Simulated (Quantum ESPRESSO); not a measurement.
# TaRu (P4/mmm) in Quantum ESPRESSO: phonons and electron-phonon coupling with PBE

Aim: the phonons and electron-phonon coupling of TaRu with PBE.

Program: Quantum ESPRESSO 7.5. These are calculated values, not measurements. Logs are shortened: lines on timing, memory, paths and dates and some standing lists are left out, and cuts for length are marked.

## 1. The structure

It takes space group P4/mmm (No. 123, tetragonal). The conventional cell has a = 3.053 Å, b = 3.053 Å, c = 3.389 Å, α = 90.00°, β = 90.00°, γ = 90.00°. Around Ta (site symmetry 4/mmm) lie 8 Ru at 2.74 Å and 4 Ta at 3.05 Å. Ru (site symmetry 4/mmm) is surrounded by 8 Ta at 2.74 Å and 4 Ru at 3.05 Å.

[end of part 1 of 2]
